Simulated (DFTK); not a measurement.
Here is a DFTK 0.8.2 calculation.

File run.jl:

```julia
using DFTK
using PseudoPotentialData
using Unitful, UnitfulAtomic
using LinearAlgebra, Printf
include("save.jl")
disable_threading()

# lattice vectors are the columns
lattice = austrip(1u"Å") * [       2.76919            0.0            0.0;
                      0.0        2.76919            0.0;
                      0.0            0.0        2.76919]
symbols   = [:Al, :O]
positions = [[0.5, 0.5, 0.5],
             [0.0, 0.0, 0.0]]
pseudopotentials = PseudoFamily("dojo.nc.sr.pbe.v0_4_1.standard.upf")
elements = Dict(s => ElementPsp(s, pseudopotentials) for s in unique(symbols))
atoms    = [elements[s] for s in symbols]

build_model(lattice, positions; symmetries=true) =
    model_DFT(lattice, atoms, positions;
              functionals=PBE(),
              temperature=austrip(0.05u"eV"),
              smearing=Smearing.FermiDirac(),
              symmetries)
Ecut  = 42.0  # hartree
kgrid = [10, 10, 10]
tol   = 1e-6
to_GPa = ustrip(uconvert(u"GPa", 1u"hartree/bohr^3"))

results["points"] = []
for scale in [0.94, 0.96, 0.98, 1.0, 1.02, 1.04, 1.06]
    println("\n=== scale = ", scale)
    model = build_model(cbrt(scale) * lattice, positions)
    basis = PlaneWaveBasis(model; Ecut, kgrid)
    t0 = time()
    scfres = self_consistent_field(basis;
                                   tol,
                                   nbandsalg=AdaptiveBands(model; n_bands_converge=9))
    seconds = time() - t0
    @printf "SCF: %d iterations, %.1f s\n" scfres.n_iter seconds
    forces = compute_forces_cart(scfres)
    stress = compute_stresses_cart(scfres)
    @printf "V = %.5f Å^3  F = %.8f Ha  max force = %.5f eV/Å  p = %.4f GPa\n" ustrip(auconvert(u"Å^3", model.unit_cell_volume)) scfres.energies.total ustrip(auconvert(u"eV/Å", maximum(norm, forces))) (-tr(stress) / 3 * to_GPa)
    push!(results["points"], save_scf!(scfres; forces, stress, d=Dict{String,Any}("seconds" => seconds, "n_matvec" => get(scfres, :n_matvec, 0))))
end

# third-order Birch-Murnaghan fit in x = V^(-2/3)
V = [0.94, 0.96, 0.98, 1.0, 1.02, 1.04, 1.06] * abs(det(lattice))
E = [p["total"] for p in results["points"]]
x = V .^ (-2 / 3)
c = [x .^ 0 x x .^ 2 x .^ 3] \ E
Δ = c[3]^2 - 3c[2] * c[4]
if Δ > 0
    x0 = (-c[3] + sqrt(Δ)) / 3c[4]
    B0 = 4 / 9 * x0^(7 / 2) * (2c[3] + 6c[4] * x0)
    @printf "V0 = %.4f Å^3  B0 = %.2f GPa\n" ustrip(auconvert(u"Å^3", x0^(-3 / 2))) B0 * to_GPa
end
```

Potentials or basis: dojo.nc.sr.pbe.v0_4_1.standard.upf (PBE).

Command:

```sh
$ julia --threads=1 run.jl  # save.jl only writes the numbers to a file and isn't shown; printed stress counts tension as positive; times include loading and compiling
```

**Question.** Estimate the bulk modulus.

**Answer.** 131 GPa.

**Question.** What does it give for the equilibrium volume?

**Answer.** 10.58 Å³/atom.

Energy against volume, from the lowest point:
| volume (Å³/atom) | energy (meV/atom) |
| --- | --- |
| 9.981 | 15.14 |
| 10.193 | 6.09 |
| 10.405 | 1.16 |
| 10.618 | 0.00 |
| 10.830 | 2.28 |
| 11.042 | 7.68 |
| 11.255 | 15.92 |
